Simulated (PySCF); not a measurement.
# Sb2 at other levels of theory

Aim: see what other levels and later steps give for Sb2.

Program: PySCF 2.14.0. Level of theory: method and basis as typed in the scripts. These are calculated values, not measurements.

4 further runs of the same task are left out: 4 that didn't finish.

## (1) Starting geometry

Sb2: 2 atoms, charge 0, spin multiplicity 1.

Bond lengths: Sb1–Sb2 2.867 Å.

## (2) The run that the others are compared with

The input, input.py:

```python
from pyscf import gto, scf, mcscf

mol = gto.M(
    atom='Sb 0 0 0; Sb 0 0 2.867',
    basis='lanl2dz',
    ecp={'Sb': 'lanl2dz'},
    charge=0,
    spin=0,
    symmetry=True,
    verbose=3,
)
mf = scf.RHF(mol)
mf.kernel()
mc = mcscf.CASSCF(mf, 5, 6)
mc.kernel()
mc.analyze()
mf.dip_moment()
print('orbital energies (hartree):', mf.mo_energy[..., max(0, mol.nelec[1]-3):mol.nelec[0]+3].round(4))
```

On the command line:

```
$ OMP_NUM_THREADS=1 python input.py
```

## (3) MP2

Variant 1 changes step after the SCF: casscf → mp2.

input.py, as its differences from that of step 2:

```diff
@@ -1,2 +1,2 @@
-from pyscf import gto, scf, mcscf
+from pyscf import gto, scf, mp
 
@@ -13,5 +13,3 @@
 mf.kernel()
-mc = mcscf.CASSCF(mf, 5, 6)
-mc.kernel()
-mc.analyze()
+mp.MP2(mf).kernel()
 mf.dip_moment()
```

## (4) Gradient

Variant 2 changes step after the SCF: casscf → gradient.

input.py, as its differences from that of step 2:

```diff
@@ -1,2 +1,2 @@
-from pyscf import gto, scf, mcscf
+from pyscf import gto, scf
 
@@ -13,5 +13,3 @@
 mf.kernel()
-mc = mcscf.CASSCF(mf, 5, 6)
-mc.kernel()
-mc.analyze()
+mf.nuc_grad_method().kernel()
 mf.dip_moment()
```

## (5) Polarisability

Variant 3 changes step after the SCF: casscf → polarizability.

input.py, as its differences from that of step 2:

```diff
@@ -1,2 +1,3 @@
-from pyscf import gto, scf, mcscf
+from pyscf import gto, scf
+from pyscf.prop.polarizability import rhf as pol
 
@@ -13,5 +14,4 @@
 mf.kernel()
-mc = mcscf.CASSCF(mf, 5, 6)
-mc.kernel()
-mc.analyze()
+print('polarizability (a.u.)')
+print(pol.Polarizability(mf).polarizability().round(4))
 mf.dip_moment()
```

## (6) O3lyp (RKS)

Variant 4 changes functional: none (Hartree–Fock) → o3lyp; SCF type: RHF → RKS; step after the SCF: casscf → analyze.

input.py, as its differences from that of step 2:

```diff
@@ -1,2 +1,2 @@
-from pyscf import gto, scf, mcscf
+from pyscf import gto, dft
 
@@ -11,7 +11,5 @@
 )
-mf = scf.RHF(mol)
+mf = dft.RKS(mol, xc='o3lyp')
 mf.kernel()
-mc = mcscf.CASSCF(mf, 5, 6)
-mc.kernel()
-mc.analyze()
+mf.mulliken_pop()
 mf.dip_moment()
```

## (7) CASCI

Variant 5 changes step after the SCF: casscf → casci; active space: 6 electrons in 5 orbitals → 6 electrons in 8 orbitals.

input.py, as its differences from that of step 2:

```diff
@@ -13,3 +13,3 @@
 mf.kernel()
-mc = mcscf.CASSCF(mf, 5, 6)
+mc = mcscf.CASCI(mf, 8, 6)
 mc.kernel()
```

Q: Predict the outcome of this session. Wanted: for each run, E(SCF); from base; after the SCF.

The runs gave:

```csv
run,E(SCF) (hartree),from base (eV),after the SCF
base,-10.433763,0,CASSCF correlation -2.555 eV
MP2,-10.433763,0.0000,MP2 correlation -3.903 eV
gradient,-10.433763,0.0000,n/a
polarisability,-10.433763,0.0000,mean α 67.5 bohr³
o3lyp (RKS),-10.804519,not comparable,n/a
CASCI,-10.433763,0.0000,CASCI correlation -2.970 eV
```

What this shows: A lower total energy from another functional means nothing by itself.
